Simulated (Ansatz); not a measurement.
# K2TaNbO6: the cost of one run

All numbers are computed with the Python package of Ansatz 0.2.0. Level of theory: DFT r2SCAN+D4, plane waves, PAW.

## Step 1: The structure

K2TaNbO6 P4/mmm: Symmetry: P4/mmm, No. 123, tetragonal system. Conventional cell: a = 4.051 Å, b = 4.051 Å, c = 8.100 Å, α = 90.00°, β = 90.00°, γ = 90.00°. K (site symmetry 4mm) has 12 O at 2.86 to 2.87 Å as nearest neighbours. Around Ta (site symmetry 4/mmm) lie 6 O at 2.01 to 2.03 Å. Around Nb (site symmetry 4/mmm) lie 6 O at 2.03 to 2.04 Å. Only part of the 6 independent sites is listed.

K Im-3m: It takes space group Im-3m (No. 229, cubic). The conventional cell has a = 5.225 Å, b = 5.225 Å, c = 5.225 Å, α = 90.00°, β = 90.00°, γ = 90.00°.

TaNbO6 P4/mmm: Symmetry: P4/mmm, No. 123, tetragonal system. Conventional cell: a = 4.051 Å, b = 4.051 Å, c = 8.100 Å, α = 90.00°, β = 90.00°, γ = 90.00°. Ta (site symmetry 4/mmm) is surrounded by 6 O at 2.01 to 2.03 Å. Nb (site symmetry 4/mmm) is surrounded by 6 O at 2.03 to 2.04 Å. O (site symmetry 4mm) is surrounded by 1 Ta at 2.01 Å and 1 Nb at 2.04 Å. Only part of the 5 independent sites is listed.

The script holds or builds the structure itself.

## Step 2: The code

The input, voltage_k2tanbo6.py:

```python
'''Average voltage of TaNbO6 against K metal, after relaxing cells and atoms.'''

from collections import Counter
import warnings

import ansatz as az
import numpy as np

XC = 'r2scan'
VDW = 'D4'
CUTOFF_EV = 550
K_SPACING = 0.33
FILLING = 'cold'
WIDTH_EV = 0.05

PHASES = {
    'K2TaNbO6': (
        [(4.0515, 0.0, 0.0), (0.0, 4.0515, 0.0), (0.0, 0.0, 8.09989)],
        [
            ('K', (0.5, 0.5, 0.25119)),
            ('K', (0.5, 0.5, 0.74881)),
            ('Ta', (0.0, 0.0, 0.0)),
            ('Nb', (0.0, 0.0, 0.5)),
            ('O', (0.0, 0.0, 0.24798)),
            ('O', (0.0, 0.0, 0.75202)),
            ('O', (0.0, 0.5, 0.0)),
            ('O', (0.5, 0.0, 0.0)),
            ('O', (0.0, 0.5, 0.5)),
            ('O', (0.5, 0.0, 0.5)),
        ],
    ),
    'K': (
        [(-2.6125, 2.6125, 2.6125), (2.6125, -2.6125, 2.6125), (2.6125, 2.6125, -2.6125)],
        [
            ('K', (0.0, 0.0, 0.0)),
        ],
    ),
}


def build(vectors, sites):
    crystal = az.Crystal(lattice=az.Lattice.of(vectors))
    for symbol, position in sites:
        crystal = crystal.atom(symbol, position)
    return crystal


def run_phase(name, crystal):
    calc = crystal.calculation()
    calc = calc.functional(XC, dispersion=VDW)
    calc = calc.basis(CUTOFF_EV)
    calc = calc.kpoints(spacing=K_SPACING)
    calc = calc.occupations(FILLING, width=WIDTH_EV)
    calc = calc.band_table()
    calc = calc.relax(force_tolerance=0.01, max_steps=60, cell=True)
    return calc.run(threads=1, backend='cpu')


def counts(outcome):
    return Counter(site.symbol for site in outcome.lattice.sites)


def gap_ev(outcome):
    # nan where the run reports no band edges: a metal, overlapping bands, or a gap that is small against the smearing
    edges = outcome.report.get('band_edges_ev')
    return edges[1] - edges[0] if edges else float('nan')


def main() -> None:
    warnings.simplefilter('ignore', az.DeckWarning)

    phases = {name: build(*cell) for name, cell in PHASES.items()}
    # empty the sites of the mobile ion
    host = phases['K2TaNbO6'].resolved()
    for site in phases['K2TaNbO6'].resolved().sites:
        if site.symbol == 'K':
            host = host.vacancy('K', at=site.position)
    phases['TaNbO6'] = host.resolved()

    done = {}
    for name, crystal in phases.items():
        done[name] = run_phase(name, crystal)
        print(f'{name}: {done[name].report["energy_sigma0_ev"]:.4f} eV, {len(done[name].lattice.sites)} atoms')

    full, empty, metal = done['K2TaNbO6'], done['TaNbO6'], done['K']
    n = counts(full)['K']
    reaction = full.report['energy_sigma0_ev'] - empty.report['energy_sigma0_ev'] - n * metal.report['energy_sigma0_ev'] / len(metal.lattice.sites)
    voltage = -reaction / n
    v_full, v_empty = (abs(np.linalg.det(o.lattice.cell_ang)) for o in (full, empty))
    print(f'average voltage {voltage:.3f} V for {n} K per cell')
    print(f'cell volume {v_empty:.2f} -> {v_full:.2f} A^3 on insertion ({100 * (v_full / v_empty - 1):+.1f} %)')
    print('gaps on the mesh (eV): full', round(gap_ev(full), 2), 'empty', round(gap_ev(empty), 2))


if __name__ == '__main__':
    main()
```

## Step 3: What the engine is handed

The engine receives this input (first run):

```yaml
crystal:
  lattice:
    - [4.0515, 0.0, 0.0]
    - [0.0, 4.0515, 0.0]
    - [0.0, 0.0, 8.09989]
  atoms:
    - { symbol: K, position: [0.5, 0.5, 0.25119] }
    - { symbol: K, position: [0.5, 0.5, 0.74881] }
    - { symbol: Ta, position: [0.0, 0.0, 0.0] }
    - { symbol: Nb, position: [0.0, 0.0, 0.5] }
    - { symbol: O, position: [0.0, 0.0, 0.24798] }
    - { symbol: O, position: [0.0, 0.0, 0.75202] }
    - { symbol: O, position: [0.0, 0.5, 0.0] }
    - { symbol: O, position: [0.5, 0.0, 0.0] }
    - { symbol: O, position: [0.0, 0.5, 0.5] }
    - { symbol: O, position: [0.5, 0.0, 0.5] }
basis:
  ecutwfc: 550.0
kpoints:
  mp_grid:
    kspacing: 0.33
hamiltonian:
  xc: r2scan
  dispersion: d4
scf:
  occupations:
    method: cold
    width: 0.05
relax:
  f_tol: 0.01
  max_steps: 60
  cell: {}
output:
  eigenvalues: true
```

## Step 4: The run

Started as:

```
$ python voltage_k2tanbo6.py
```

Q: Estimate wall time and peak memory on 1 thread of Arm Neoverse V2, shared host.

About 2.5 min, with a peak of 0.85 GiB.
